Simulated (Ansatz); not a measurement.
# Y (Y, simple cubic): the cost of one run

Program: Ansatz 0.2.0. Level of theory: DFT m-r2SCAN, plane waves (500 eV) with PAW, scalar-relativistic; PBE-made PAW files; m-r²SCAN is r²SCAN on the gauge-invariant kinetic-energy density. These are calculated values, not measurements.

## (1) The structure to begin with

It takes space group Pm-3m (No. 221, cubic). The conventional cell has a = 3.291 Å, b = 3.291 Å, c = 3.291 Å, α = 90.00°, β = 90.00°, γ = 90.00°. Around Y (site symmetry m-3m) lie 6 Y at 3.29 Å.

Structure file:

```
CELL_PARAMETERS angstrom
3.29127 0.00000 0.00000
0.00000 3.29127 0.00000
0.00000 0.00000 3.29127
ATOMIC_POSITIONS crystal
Y 0.00000 0.00000 0.00000
```

The atoms start with moments of +1 μB.

## (2) Relaxing cell and atoms

Input file input.yaml:

```yaml
crystal:
  lattice:
    - [3.2912715962, 0.0, 0.0]
    - [0.0, 3.2912715962, 0.0]
    - [0.0, 0.0, 3.2912715962]
  atoms:
    - { symbol: "Y", position: [0.0, 0.0, 0.0], spin: 1.0 }
hamiltonian:
  xc: mr2scan
  pseudopotentials:
    kind: paw
    azcp:
      "Y": "pseudopotentials/Y.paw.azcp"
basis:
  ecutwfc: 500
  fft_grid_basis: typed
kpoints:
  mp_grid: { grid: [10, 10, 10], shift: [0, 0, 0] }
magnetization:
  spin_polarized: true
scf:
  occupations: { method: fermi_dirac, width: 0.05 }
relax:
  max_steps: 60
  f_tol: 0.01
  cell: {}
```

On the command line:

```sh
$ ansatz run input.yaml --threads 2 --pin off --max-ram 6144MiB --backend cpu --events-out ev --progress --plain --runs-dir out
```

**Question.** How long does this run take on 2 threads of Arm Neoverse V1, shared host, and how much memory does it need?

About 15 s, with a peak of 0.38 GiB.
